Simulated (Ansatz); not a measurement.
# ClGaH: vertical and adiabatic energies of changing the electron count

Wanted for ClGaH: vertical and adiabatic energies of changing the electron count. SMILES: [Cl][GaH].

Computed with the Python package of Ansatz 0.2.0. Level of theory: r2SCAN/def2-SVP.

## 1. Starting point

Bond lengths: Cl1–Ga2 2.249 Å, Ga2–H3 1.489 Å. Angles: Cl1–Ga2–H3 168.5°.

No structure file is read: the coordinates are typed or built in the script.

## 2. Script

Input file clgah.py:

```python
# -*- coding: utf-8 -*-
"""How ClGaH relaxes after losing an electron."""

import ansatz as az
import numpy as np

mol = (
    az.Crystal.molecule()
    .atom("Cl", (1.7197, -0.4671, 0.8819))
    .atom("Ga", (-0.2454, -0.0726, -0.1393))
    .atom("H", (-1.4852, 0.4749, -0.7559))
)

setup = mol.calculation()
setup = setup.basis(gaussian="def2-SVP").functional("r2SCAN")
setup = setup.spin("collinear", total=1)
symbols = [site.symbol for site in mol.cartesian_sites]
start = np.array([site.position_ang for site in mol.cartesian_sites], dtype=float)
r = setup.relax(force_tolerance=0.01).run(threads=1).report
end = np.array(r["positions_ang"])

minimum = az.Crystal.molecule()
for symbol, place in zip(symbols, end):
    minimum = minimum.atom(symbol, place.tolist())
ion = (
    minimum.calculation()
    .basis(gaussian="def2-SVP")
    .functional("r2SCAN")
    .charge(1)
)
vertical = ion.run(threads=1).report
settled = ion.relax(force_tolerance=0.01, max_steps=80).run(threads=1).report
print(f"vertical ionisation energy   {vertical['free_energy_ev'] - r['free_energy_ev']:.3f} eV")
print(f"adiabatic, no zero point     {settled['free_energy_ev'] - r['free_energy_ev']:.3f} eV")
print(f"relaxation energy of the ion {vertical['free_energy_ev'] - settled['free_energy_ev']:.3f} eV")
ionised = np.array(settled["positions_ang"])
print("final positions (A) and the move of each atom")
for symbol, xyz, old in zip(symbols, ionised, end):
    print(f"{symbol:2s} {xyz[0]:10.5f} {xyz[1]:10.5f} {xyz[2]:10.5f}   {np.linalg.norm(xyz - old):7.4f}")
```

## 3. The input behind the calls

The package turns the script's settings into the engine's input (first run):

```yaml
crystal:
  periodic: [false, false, false]
  atoms:
    - { symbol: Cl, position_ang: [1.7197, -0.4671, 0.8819] }
    - { symbol: Ga, position_ang: [-0.2454, -0.0726, -0.1393] }
    - { symbol: H, position_ang: [-1.4852, 0.4749, -0.7559] }
basis:
  gaussian:
    orbitals: def2-SVP
hamiltonian:
  xc: r2scan
magnetization:
  spin_polarized: true
  initial_magnetization: 1.0
relax:
  f_tol: 0.01
```

## 4. Running it

Started as:

```sh
> python clgah.py
```

Without the output at hand: what should come out? Wanted: vertical ionisation energy; adiabatic ionisation energy, no zero point.

**Answer**, as computed:

| quantity | value |
| --- | --- |
| vertical ionisation energy | 8.766 eV |
| adiabatic ionisation energy, no zero point | 7.657 eV |
| runs compared | 3 |

What this shows: The ionisation energy is a difference of two total energies at the neutral geometry; letting the ion relax lowers it by 1.11 eV. Run 1: The relaxation took 6 moves; the largest shift is 0.532 Å, of atom 2 (Ga). Run 3: The relaxation took 6 moves; the largest shift is 0.657 Å, of atom 2 (Ga). The energies are electronic: no zero-point or thermal terms, and the basis set is short of its limit. The product may relax into another structure. The relaxation finds the nearest minimum, so the adiabatic value is an upper bound. The species is open-shell (spin multiplicity 2). Only the spin states typed were run; another state of an ion can lie lower, by up to an eV or two.
